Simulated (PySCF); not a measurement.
# UHF/6-31G(d) (spherical functions, preoptimised minimum) run of C2H5OSi (SMILES [CH2][SiH2]C=O)

Aim: an optimisation with harmonic vibrations of C2H5OSi. The job is set up through a Python script.

The results are computed with PySCF 2.14.0.

2 further runs of the same task are left out: 2 set aside as unsound or not needed.

## 1. The structure to begin with

C2H5OSi has 9 atoms, charge 0, and is taken as a doublet. As SMILES, `[CH2][SiH2]C=O`. The coordinates come from a GFN2-xTB symmetrised relaxation. The run starts from this shape.

Bond lengths: C1–Si2 1.823 Å, Si2–C3 1.945 Å, C3–O4 1.199 Å, C1–H5 1.077 Å, C1–H6 1.077 Å, Si2–H7 1.465 Å, Si2–H8 1.459 Å, C3–H9 1.109 Å. Some angles: C1–Si2–C3 101.4°, Si2–C3–O4 123.8°, C1–Si2–H7 114.4°, C1–Si2–H8 115.1°, C3–Si2–H7 104.5°, C3–Si2–H8 106.7°, Si2–C1–H5 122.1°, Si2–C1–H6 122.6°, Si2–C3–H9 116.0°, O4–C3–H9 120.1°.

## 2. An optimisation with harmonic vibrations at UHF/6-31G(d) (spherical functions, preoptimised minimum)

run.py

```python
# [CH2][SiH2]C=O
import numpy
from pyscf import gto, symm
from pyscf.hessian import thermo
from pyscf.geomopt.geometric_solver import kernel as optimise

mol = gto.Mole()
mol.atom = '''
C     -1.712424     3.156453    -0.335644
Si    -0.438484     0.594230     1.582995
C      1.632466    -1.191769    -0.872194
O      0.925255    -2.999972    -2.038325
H     -3.376196     2.924773    -1.484616
H     -0.699739     4.891789    -0.660488
H      1.345889     1.406793     3.537652
H     -2.302340    -1.212877     2.510567
H      3.516240    -0.360006    -1.264331
'''
mol.max_memory = 1860
mol.unit = 'bohr'
mol.basis = '6-31g*'
mol.verbose = 3
mol.spin = 1
mol.build()

calc0 = mol.UHF()
calc0.conv_tol = 1e-10
converged, mol_eq = optimise(calc0, maxsteps=60, convergence_set='GAU_TIGHT')
print('converged:', converged)
print(mol_eq.tostring())

calc0.reset(mol_eq)
mol = mol_eq
calc0.kernel()
if not calc0.converged:
    calc0 = calc0.newton().run(calc0.mo_coeff, calc0.mo_occ)
e_final = calc0.e_tot
print('E(%s) = %.9f' % ('HF', e_final))
hess = calc0.Hessian().kernel()
modes = thermo.harmonic_analysis(mol, hess)
print('frequencies (1/cm)', numpy.round(modes['freq_wavenumber'], 1))
symm.geom.TOLERANCE = 1e-3  # for the symmetry number
th = thermo.thermo(calc0, modes['freq_au'], 298.15, 101325)
thermo.dump_thermo(mol, th)
```

The run is started by

```console
$ OMP_NUM_THREADS=1 python run.py
```

The log of the run:

```text
convergence_set           GAU_TIGHT
maxiter                   60
----------------------------------------------------------
Custom engine selected.
Bonds will be generated from interatomic distances less than 1.20 times sum of covalent radii
27 internal coordinates being used (instead of 27 Cartesians)
Internal coordinate system (atoms numbered from 1):
Distance 1-2
Distance 1-5
Distance 1-6
Distance 2-3
Distance 2-7
Distance 2-8
Distance 3-4
Distance 3-9
Angle 2-1-6
Angle 5-1-6
Angle 1-2-3
Angle 1-2-7
Angle 1-2-8
Angle 3-2-7
Angle 3-2-8
Angle 7-2-8
Angle 2-3-9
Angle 4-3-9
Out-of-Plane 1-2-5-6
Out-of-Plane 3-2-4-9
Dihedral 5-1-2-3
Dihedral 5-1-2-7
Dihedral 5-1-2-8
Dihedral 6-1-2-3
Dihedral 6-1-2-7
Dihedral 6-1-2-8
Dihedral 1-2-3-4
Dihedral 1-2-3-9
Dihedral 7-2-3-4
Dihedral 7-2-3-9
Dihedral 8-2-3-4
Dihedral 8-2-3-9
Translation-X 1-9
Translation-Y 1-9
Translation-Z 1-9
Rotation-A 1-9
Rotation-B 1-9
Rotation-C 1-9
> ===== Optimization Info: ====
> Job type: Energy minimization
> Maximum number of optimization cycles: 60
> Initial / maximum trust radius (Angstrom): 0.100 / 0.300
> Convergence Criteria:
> Will converge when all 5 criteria are reached:
>  |Delta-E| < 1.00e-06
>  RMS-Grad  < 1.00e-05
>  Max-Grad  < 1.50e-05
>  RMS-Disp  < 4.00e-05
>  Max-Disp  < 6.00e-05
> === End Optimization Info ===

[... 9 lines left out ...]
converged SCF energy = -442.353138762107  <S^2> = 0.76621416  2S+1 = 2.016149
[... 41 lines left out ...]
converged SCF energy = -442.356252524529  <S^2> = 0.76198203  2S+1 = 2.0119464
[... 62 lines left out ...]
converged SCF energy = -442.35673062627  <S^2> = 0.76173085  2S+1 = 2.0116966
[... 62 lines left out ...]
converged SCF energy = -442.356753389985  <S^2> = 0.76160491  2S+1 = 2.0115714
[... 62 lines left out ...]
converged SCF energy = -442.35680366991  <S^2> = 0.76140045  2S+1 = 2.0113681
[... 62 lines left out ...]
converged SCF energy = -442.356816672754  <S^2> = 0.76134019  2S+1 = 2.0113082
[... 62 lines left out ...]
converged SCF energy = -442.356818929284  <S^2> = 0.76136033  2S+1 = 2.0113282
[... 62 lines left out ...]
converged SCF energy = -442.356825050719  <S^2> = 0.76133092  2S+1 = 2.011299
[... 62 lines left out ...]
converged SCF energy = -442.356825283426  <S^2> = 0.76132433  2S+1 = 2.0112925
[... 53 lines left out ...]
Converged! =D
[... 1 line left out ...]
converged: True
C          -0.92137768        1.75864521       -0.16522301
Si         -0.20308580        0.29116450        0.71974632
C           0.91876792       -0.72072632       -0.48218019
[... 5 lines of this table left out ...]
H           1.80772553       -0.23123225       -0.91136320

converged SCF energy = -442.356825283628  <S^2> = 0.7613258  2S+1 = 2.0112939
E(HF) = -442.356825284
frequencies (1/cm) [  30.7   91.4  208.4  327.8  523.7  572.7  634.6  781.7  803.6  873.
  925.1 1012.1 1026.  1529.7 1548.1 1960.3 2371.3 2409.5 3054.8 3301.
 3391.7]
temperature 298.1500 [K]
pressure 101325.00 [Pa]
Rotational constants [GHz] 14.73015 3.17816 2.91909
Symmetry number 1
Zero-point energy (ZPE) 0.06237 [Eh]   163750.956 [J/mol]
                           tot       elec      trans        rot        vib
Entropy [J/mol/K]       337.124      5.763    162.280    105.719     63.361
Cv [J/mol/K]             82.803      0.000     12.472     12.472     57.859
Cp [J/mol/K]             91.117      0.000     20.786     12.472     57.859
Internal energy [J/mol]                      3718.434   3718.434 172767.391
Internal energy [Eh]   -442.28819  -442.35683
Enthalpy [J/mol]                             6197.391   3718.434 172767.391
Enthalpy [Eh]          -442.28724
Gibbs free energy [J/mol]                  -42186.397 -27801.724 153876.174
Gibbs free energy [Eh] -442.32553
```

It took 2.5 min on 1 thread of Arm Neoverse V2, shared host; peak memory 0.18 GiB.

## 3. Outcome

At UHF/6-31G* (spherical functions, preoptimised minimum):

| quantity | value |
| --- | --- |
| total energy | -442.35683 Eh |
| dipole moment | 3.07 D |
| HOMO energy (highest over α and β) | -10.08 eV |
| LUMO energy (lowest over α and β) | 2.02 eV |
| ⟨S²⟩ | 0.761 |
| lowest harmonic wavenumber | 31 cm⁻¹ |
| highest harmonic wavenumber | 3392 cm⁻¹ |
| zero-point energy | 163.8 kJ/mol |
| ideal-gas entropy at 298.15 K (symmetry number 1 as used) | 80.6 cal/(mol K) |

In words: At the final geometry: Bond lengths: C1–Si2 1.858 Å, Si2–C3 1.931 Å, C3–O4 1.194 Å, C1–H5 1.078 Å, C1–H6 1.077 Å, Si2–H7 1.477 Å, Si2–H8 1.470 Å, C3–H9 1.102 Å. Some angles: C1–Si2–C3 110.0°, Si2–C3–O4 122.7°, C1–Si2–H7 109.6°, C1–Si2–H8 111.7°, C3–Si2–H7 106.9°, C3–Si2–H8 107.7°, Si2–C1–H5 122.4°, Si2–C1–H6 122.9°, Si2–C3–H9 118.6°, O4–C3–H9 118.7°. All 21 modes are real, so the shape is a minimum at this level. Mulliken charges run from -0.64 on C1 to +0.77 on Si2.
